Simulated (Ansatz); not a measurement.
Born–Oppenheimer molecular dynamics of a periodic cell of 16 atoms, Na (start crystal Na, start structure bcc, volume 1.1 times the crystal's). It starts from a structure without forces on its atoms.

Level of theory: Ansatz, DFT PBE, scalar-relativistic, plane waves, PAW. Settings: cutoff 420 eV, k mesh 1x1x1, fermi-dirac smearing 0.1 eV, no spin polarisation.

| Item | Value |
| --- | --- |
| ensemble | NVT, Langevin thermostat |
| time step | 2 fs |
| steps asked | 210 |
| set temperature | 900 K |
| friction | 0.02 /fs |
| seed | 207916 |

Frames 20 fs apart, positions in Å, forces in eV/Å.

Velocities at 60.0 fs (Å/ps):

```
Na 8.76 -3.18 -2.12
Na 0.36 -5.23 4.30
Na 6.46 -6.06 -1.96
Na 1.51 -7.51 -0.07
Na 5.85 -3.24 4.09
Na 1.02 -0.23 2.42
Na -11.36 5.43 -3.98
Na 1.46 -8.65 2.51
Na -4.27 0.40 -6.68
Na 0.15 -1.07 -1.05
Na 1.57 -0.29 1.16
Na 1.26 -4.17 -6.64
Na 1.52 2.91 -1.20
Na 7.53 2.48 -2.99
Na 4.96 -9.72 -2.47
Na 3.80 -2.36 -6.85
```

```xyz
16
Lattice="8.7331 0.0000 0.0000 0.0000 8.7331 0.0000 0.0000 0.0000 8.7331" Properties=species:S:1:pos:R:3:forces:R:3 time_fs=60.0 energy_less_start_eV=0.894 T=583
Na 0.351 -0.062 0.001 -0.16 0.04 -0.03
Na 4.067 -0.220 0.119 0.33 0.10 -0.07
Na 0.266 3.988 -0.067 -0.24 0.23 0.21
Na -0.198 -0.040 3.814 0.33 -0.03 0.33
Na 2.574 1.917 1.966 -0.34 0.33 -0.09
Na 4.838 4.557 0.350 -0.14 -0.16 -0.09
Na 4.181 0.037 3.689 0.04 -0.28 0.54
Na 6.422 1.642 2.284 0.06 0.39 -0.29
Na -0.108 4.477 4.360 0.08 -0.06 -0.06
Na 2.113 6.527 2.114 -0.02 -0.16 0.02
Na 2.114 2.523 6.695 0.19 -0.23 -0.18
Na 4.109 4.029 4.175 0.13 0.14 0.03
Na 6.630 6.750 2.100 -0.01 -0.14 -0.05
Na 6.739 2.086 6.497 -0.09 -0.02 0.00
Na 2.639 6.731 6.764 -0.17 -0.23 -0.28
Na 6.401 6.355 6.377 0.01 0.09 0.01
16
Lattice="8.7331 0.0000 0.0000 0.0000 8.7331 0.0000 0.0000 0.0000 8.7331" Properties=species:S:1:pos:R:3:forces:R:3 time_fs=80.0 energy_less_start_eV=1.200 T=652
Na 0.474 -0.137 -0.023 -0.17 0.07 -0.05
Na 4.070 -0.324 0.165 0.32 0.09 -0.15
Na 0.306 3.953 -0.081 -0.27 0.24 0.27
Na -0.078 -0.097 3.931 0.37 -0.03 0.31
Na 2.637 1.843 2.019 -0.52 0.52 -0.34
Na 4.819 4.556 0.478 -0.06 -0.16 -0.11
Na 3.963 0.097 3.643 0.20 -0.51 0.75
Na 6.442 1.430 2.383 0.08 0.49 -0.29
Na -0.140 4.476 4.261 0.13 -0.10 -0.07
Na 2.077 6.484 2.103 -0.02 -0.19 0.04
Na 2.164 2.524 6.786 0.24 -0.24 -0.26
Na 4.140 3.958 4.089 0.14 0.16 0.09
Na 6.749 6.885 2.068 -0.06 -0.27 -0.06
Na 6.941 2.032 6.386 -0.14 -0.01 0.04
Na 2.808 6.484 6.724 -0.19 -0.15 -0.24
Na 6.480 6.271 6.261 -0.03 0.09 0.08
16
Lattice="8.7331 0.0000 0.0000 0.0000 8.7331 0.0000 0.0000 0.0000 8.7331" Properties=species:S:1:pos:R:3:forces:R:3 time_fs=100.0 energy_less_start_eV=1.156 T=1035
Na 0.559 -0.212 -0.039 -0.16 0.07 -0.10
Na 4.151 -0.257 0.094 0.26 0.01 -0.11
Na 0.330 4.052 -0.124 -0.30 0.21 0.25
Na 0.045 -0.017 4.094 0.38 -0.15 0.20
Na 2.575 1.838 1.922 -0.40 0.48 -0.26
Na 4.854 4.476 0.546 -0.03 -0.14 -0.16
Na 3.792 0.178 3.829 0.20 -0.43 0.57
Na 6.507 1.273 2.524 -0.04 0.50 -0.28
Na -0.171 4.440 4.228 0.21 -0.16 -0.15
Na 2.078 6.356 2.083 0.05 -0.08 0.07
Na 2.242 2.619 6.838 0.23 -0.27 -0.26
Na 4.244 3.932 4.078 0.12 0.11 0.07
Na 6.838 6.858 2.026 -0.03 -0.25 0.00
Na 7.058 2.011 6.278 -0.18 0.01 0.13
Na 2.962 6.317 6.628 -0.18 -0.05 -0.13
Na 6.691 6.186 6.156 -0.13 0.15 0.17
16
Lattice="8.7331 0.0000 0.0000 0.0000 8.7331 0.0000 0.0000 0.0000 8.7331" Properties=species:S:1:pos:R:3:forces:R:3 time_fs=120.0 energy_less_start_eV=1.026 T=1022
Na 0.652 -0.308 -0.054 -0.16 0.03 -0.12
Na 4.256 -0.140 0.041 0.24 -0.08 -0.13
Na 0.455 4.274 -0.198 -0.35 0.16 0.21
Na 0.259 0.090 4.338 0.22 -0.16 0.05
Na 2.545 1.887 1.732 -0.25 0.31 0.06
Na 4.853 4.364 0.557 0.04 -0.11 -0.20
Na 3.719 0.059 3.997 0.18 -0.19 0.28
Na 6.529 1.220 2.649 -0.01 0.33 -0.23
Na -0.193 4.256 4.265 0.29 -0.13 -0.23
Na 2.224 6.203 2.060 0.02 0.01 0.12
Na 2.305 2.708 6.862 0.22 -0.35 -0.27
Na 4.365 3.869 4.022 0.08 0.08 0.08
Na 6.902 6.702 2.084 0.00 -0.11 0.04
Na 6.964 2.062 6.219 -0.18 -0.03 0.23
Na 3.175 6.141 6.588 -0.17 0.06 -0.07
Na 6.918 6.211 6.103 -0.19 0.18 0.19
16
Lattice="8.7331 0.0000 0.0000 0.0000 8.7331 0.0000 0.0000 0.0000 8.7331" Properties=species:S:1:pos:R:3:forces:R:3 time_fs=140.0 energy_less_start_eV=1.039 T=1019
Na 0.723 -0.394 0.021 -0.16 0.03 -0.15
Na 4.352 0.018 -0.074 0.24 -0.18 -0.13
Na 0.472 4.393 -0.131 -0.33 0.04 0.08
Na 0.411 0.138 4.558 0.06 -0.10 -0.03
Na 2.546 1.943 1.559 -0.21 0.20 0.31
Na 4.860 4.212 0.540 0.11 -0.07 -0.23
Na 3.655 -0.108 4.163 0.26 -0.06 0.10
Na 6.564 1.321 2.820 0.04 0.08 -0.26
Na -0.113 4.036 4.364 0.30 -0.02 -0.29
Na 2.260 6.037 2.066 0.07 0.08 0.16
Na 2.325 2.654 6.863 0.15 -0.32 -0.23
Na 4.532 3.777 3.921 -0.03 0.15 0.18
Na 6.883 6.623 2.044 0.02 -0.04 0.08
Na 6.865 2.127 6.227 -0.17 -0.09 0.31
Na 3.209 5.926 6.684 -0.10 0.16 -0.08
Na 7.135 6.318 5.990 -0.24 0.14 0.18
16
Lattice="8.7331 0.0000 0.0000 0.0000 8.7331 0.0000 0.0000 0.0000 8.7331" Properties=species:S:1:pos:R:3:forces:R:3 time_fs=160.0 energy_less_start_eV=1.228 T=763
Na 0.704 -0.472 0.154 -0.13 0.07 -0.19
Na 4.502 0.085 -0.237 0.15 -0.18 -0.07
Na 0.386 4.379 0.024 -0.30 0.04 0.00
Na 0.440 0.136 4.693 0.00 0.01 -0.07
Na 2.573 2.035 1.425 -0.16 0.02 0.44
Na 4.938 4.047 0.429 0.12 0.00 -0.16
Na 3.555 -0.444 4.282 0.36 0.12 0.01
Na 6.582 1.461 2.936 0.07 -0.18 -0.34
Na -0.038 3.901 4.356 0.31 0.06 -0.27
Na 2.312 6.061 2.067 0.11 -0.05 0.10
Na 2.265 2.725 6.935 0.12 -0.39 -0.30
Na 4.594 3.709 3.925 -0.16 0.25 0.15
Na 6.932 6.387 1.975 -0.03 0.09 0.14
Na 6.767 2.228 6.223 -0.12 -0.12 0.36
Na 3.228 5.789 6.709 -0.08 0.21 -0.02
Na 7.261 6.405 5.849 -0.27 0.04 0.21
16
Lattice="8.7331 0.0000 0.0000 0.0000 8.7331 0.0000 0.0000 0.0000 8.7331" Properties=species:S:1:pos:R:3:forces:R:3 time_fs=180.0 energy_less_start_eV=1.226 T=878
Na 0.653 -0.525 0.153 -0.12 0.09 -0.16
Na 4.620 0.124 -0.422 0.09 -0.20 -0.01
Na 0.116 4.316 0.132 -0.09 -0.05 -0.08
Na 0.429 0.157 4.836 0.08 0.07 -0.12
Na 2.683 2.075 1.384 -0.20 -0.08 0.46
Na 4.978 3.946 0.285 0.11 0.04 -0.11
Na 3.635 -0.737 4.450 0.30 0.24 -0.08
Na 6.520 1.477 2.927 0.10 -0.19 -0.28
Na 0.082 3.870 4.381 0.24 0.03 -0.25
Na 2.335 6.048 2.049 0.08 -0.09 0.03
Na 2.204 2.618 6.971 0.08 -0.25 -0.27
Na 4.542 3.714 3.932 -0.15 0.25 0.15
Na 6.779 6.192 1.946 -0.03 0.20 0.19
Na 6.696 2.306 6.301 -0.04 -0.09 0.21
Na 3.217 5.751 6.703 -0.14 0.07 0.10
Na 7.383 6.434 5.817 -0.31 -0.04 0.22
16
Lattice="8.7331 0.0000 0.0000 0.0000 8.7331 0.0000 0.0000 0.0000 8.7331" Properties=species:S:1:pos:R:3:forces:R:3 time_fs=200.0 energy_less_start_eV=1.328 T=717
Na 0.725 -0.545 0.149 -0.15 0.12 -0.16
Na 4.662 0.187 -0.542 0.06 -0.23 0.03
Na -0.117 4.269 0.052 0.07 -0.06 -0.05
Na 0.525 0.116 4.911 0.10 0.14 -0.13
Na 2.741 2.216 1.392 -0.27 -0.19 0.50
Na 5.002 3.802 0.122 0.13 0.19 -0.01
Na 3.757 -0.964 4.534 0.29 0.33 -0.21
Na 6.521 1.331 2.864 0.07 -0.08 -0.18
Na 0.249 3.777 4.312 0.16 0.02 -0.19
Na 2.290 6.034 2.012 0.07 -0.13 0.03
Na 2.248 2.557 7.100 -0.01 -0.16 -0.39
Na 4.399 3.709 3.946 -0.04 0.18 0.12
Na 6.651 6.163 1.863 -0.03 0.19 0.21
Na 6.590 2.455 6.314 0.08 -0.13 0.01
Na 3.109 5.796 6.682 -0.20 -0.09 0.24
Na 7.572 6.393 5.817 -0.32 -0.10 0.19
16
Lattice="8.7331 0.0000 0.0000 0.0000 8.7331 0.0000 0.0000 0.0000 8.7331" Properties=species:S:1:pos:R:3:forces:R:3 time_fs=220.0 energy_less_start_eV=1.399 T=534
Na 0.779 -0.483 0.123 -0.15 0.10 -0.13
Na 4.713 0.301 -0.556 0.08 -0.30 0.05
Na -0.185 4.303 -0.003 0.18 -0.10 0.00
Na 0.584 0.185 4.901 0.08 0.07 -0.11
Na 2.805 2.330 1.497 -0.38 -0.29 0.31
Na 4.979 3.813 -0.010 0.13 0.28 0.11
Na 3.933 -1.033 4.584 0.25 0.31 -0.21
Na 6.503 1.151 2.825 0.05 0.04 -0.11
Na 0.294 3.811 4.321 0.19 -0.06 -0.22
Na 2.263 6.032 2.012 0.05 -0.08 0.03
Na 2.368 2.440 7.141 -0.13 -0.07 -0.42
Na 4.222 3.724 3.835 0.15 0.17 0.29
Na 6.616 6.213 1.855 -0.03 0.14 0.19
Na 6.591 2.627 6.313 0.07 -0.18 -0.14
Na 3.001 5.775 6.662 -0.23 -0.08 0.23
Na 7.709 6.281 5.873 -0.29 0.05 0.15
16
Lattice="8.7331 0.0000 0.0000 0.0000 8.7331 0.0000 0.0000 0.0000 8.7331" Properties=species:S:1:pos:R:3:forces:R:3 time_fs=240.0 energy_less_start_eV=1.338 T=847
Na 0.869 -0.331 0.133 -0.15 -0.02 -0.07
Na 4.821 0.138 -0.500 0.04 -0.21 0.06
Na -0.185 4.443 0.041 0.24 -0.22 0.07
Na 0.746 0.266 4.817 0.00 -0.08 -0.06
Na 2.881 2.273 1.624 -0.32 -0.27 0.10
Na 5.027 3.864 -0.126 0.06 0.26 0.30
Na 4.079 -1.014 4.639 0.19 0.20 -0.11
Na 6.627 0.997 2.807 0.02 0.16 -0.08
Na 0.392 3.827 4.335 0.17 -0.16 -0.24
Na 2.288 5.930 2.141 0.02 0.07 -0.05
Na 2.523 2.356 7.100 -0.14 -0.07 -0.31
Na 4.287 3.763 3.809 0.23 0.16 0.36
Na 6.628 6.337 1.962 -0.02 0.03 0.14
Na 6.575 2.663 6.345 0.14 -0.28 -0.23
Na 2.925 5.675 6.761 -0.20 0.08 0.07
Na 7.784 5.993 6.012 -0.29 0.35 0.06
16
Lattice="8.7331 0.0000 0.0000 0.0000 8.7331 0.0000 0.0000 0.0000 8.7331" Properties=species:S:1:pos:R:3:forces:R:3 time_fs=260.0 energy_less_start_eV=1.387 T=709
Na 0.910 -0.223 0.175 -0.15 -0.07 -0.05
Na 5.010 -0.054 -0.432 -0.03 -0.10 0.04
Na -0.130 4.665 0.072 0.19 -0.32 0.14
Na 0.863 0.373 4.852 -0.02 -0.15 -0.06
Na 2.970 2.270 1.798 -0.26 -0.27 -0.07
Na 5.163 3.892 -0.206 -0.01 0.23 0.40
Na 4.209 -1.056 4.554 0.09 0.13 0.01
Na 6.749 0.926 2.772 0.02 0.29 -0.05
Na 0.552 3.910 4.425 0.17 -0.20 -0.25
Na 2.304 5.837 2.085 0.11 0.13 -0.01
Na 2.627 2.313 7.122 -0.07 -0.07 -0.20
Na 4.440 3.756 3.903 0.18 0.23 0.32
Na 6.667 6.476 2.132 0.02 -0.15 0.07
Na 6.590 2.634 6.275 0.22 -0.35 -0.19
Na 2.853 5.643 6.943 -0.12 0.19 -0.06
Na 7.771 5.863 6.121 -0.35 0.49 -0.04
16
Lattice="8.7331 0.0000 0.0000 0.0000 8.7331 0.0000 0.0000 0.0000 8.7331" Properties=species:S:1:pos:R:3:forces:R:3 time_fs=280.0 energy_less_start_eV=1.405 T=962
Na 0.919 -0.198 0.205 -0.13 -0.07 -0.05
Na 5.120 -0.033 -0.258 -0.06 -0.11 -0.05
Na -0.015 4.816 0.109 0.03 -0.37 0.07
Na 0.833 0.363 4.899 0.02 -0.17 -0.06
Na 2.964 2.219 1.973 -0.19 -0.25 -0.18
Na 5.331 3.975 -0.245 -0.08 0.11 0.37
Na 4.454 -1.135 4.380 -0.11 0.14 0.17
Na 6.816 0.989 2.709 0.06 0.36 -0.03
Na 0.787 4.015 4.503 0.09 -0.16 -0.18
Na 2.360 5.685 1.918 0.26 0.20 0.12
Na 2.745 2.235 7.071 -0.02 -0.02 -0.08
Na 4.485 3.695 4.057 0.12 0.31 0.20
Na 6.662 6.574 2.200 0.13 -0.28 -0.02
Na 6.650 2.589 6.107 0.24 -0.37 -0.03
Na 2.839 5.668 7.036 -0.03 0.23 -0.15
Na 7.624 5.798 6.163 -0.32 0.46 -0.09
```

Of the whole run (420 fs, mean temperature of the second half 790 K): The mean temperature of the second half is 12 % below the set value. A run of 0.42 ps of so small a system gives no equilibrium averages. Limits of this set-up: coarse k mesh.

Run time: 10 min on 1 thread of Arm Neoverse V2, on a shared host, peak memory 0.52 GiB.
